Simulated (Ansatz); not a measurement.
# ZnPdC4N4: the cost of one run

Method: DFT PBE, scalar-relativistic, plane waves, PAW, in Ansatz 0.2.0.

### 1 Starting point

It takes space group P4/mmm (No. 123, tetragonal). Conventional cell: a = 7.234 Å, b = 7.234 Å, c = 3.690 Å, α = 90.00°, β = 90.00°, γ = 90.00°. Zn (site symmetry 4/mmm) has 4 N at 2.01 Å in its first shell of neighbours. Pd (site symmetry 4/mmm) has 4 C at 1.94 Å in its first shell of neighbours. C (site symmetry m2m) is surrounded by 1 N at 1.17 Å and 1 Pd at 1.94 Å. N (site symmetry m2m) is surrounded by 1 C at 1.17 Å and 1 Zn at 2.01 Å.

Structure file:

```xyz
10
Lattice="7.2344 0.0000 0.0000 0.0000 7.2344 0.0000 0.0000 0.0000 3.6896" Properties=species:S:1:pos:R:3 pbc="T T T"
Zn    3.6172    3.6172    0.0000
Pd    0.0000    0.0000    0.0000
C     1.3704    5.8640    0.0000
C     5.8640    1.3704    0.0000
C     1.3704    1.3704    0.0000
C     5.8640    5.8640    0.0000
N     2.1977    5.0367    0.0000
N     5.0367    2.1977    0.0000
N     2.1977    2.1977    0.0000
N     5.0367    5.0367    0.0000
```

Recipe of the guess: stacked square cyanide-bridged sheets (P4/mmm, No. 123). The dimensions are guesses.

### 2 Probe: one point on a coarse mesh

input.yaml reads:

```yaml
crystal:
  lattice:
    - [7.23440948, 0.0, 0.0]
    - [0.0, 7.23440948, 0.0]
    - [0.0, 0.0, 3.68963101]
  atoms:
    - { symbol: Zn, position: [0.5, 0.5, 0.0] }
    - { symbol: Pd, position: [0.0, 0.0, 0.0] }
    - { symbol: C, position: [0.1894243, 0.8105757, 0.0] }
    - { symbol: C, position: [0.8105757, 0.1894243, 0.0] }
    - { symbol: C, position: [0.1894243, 0.1894243, 0.0] }
    - { symbol: C, position: [0.8105757, 0.8105757, 0.0] }
    - { symbol: "N", position: [0.30378262, 0.69621738, 0.0] }
    - { symbol: "N", position: [0.69621738, 0.30378262, 0.0] }
    - { symbol: "N", position: [0.30378262, 0.30378262, 0.0] }
    - { symbol: "N", position: [0.69621738, 0.69621738, 0.0] }
basis:
  ecutwfc: 420
kpoints:
  mp_grid: { grid: [4, 4, 6] }
hamiltonian:
  xc: pbe
scf:
  occupations: { method: gaussian, width: 0.1 }
  lower_state_search: "off"
output:
  forces: true
  stress: true
  eigenvalues: true
```

Command:

```
$ ansatz run input.yaml --threads 1 --pin off --max-ram 2560MiB --backend cpu --events-out ev --progress --plain --runs-dir out
```

What time and memory should one allow on 1 thread of Intel Xeon at 2.50GHz (Skylake/Cascade Lake), shared host?

About 30 s, with a peak of 0.52 GiB.
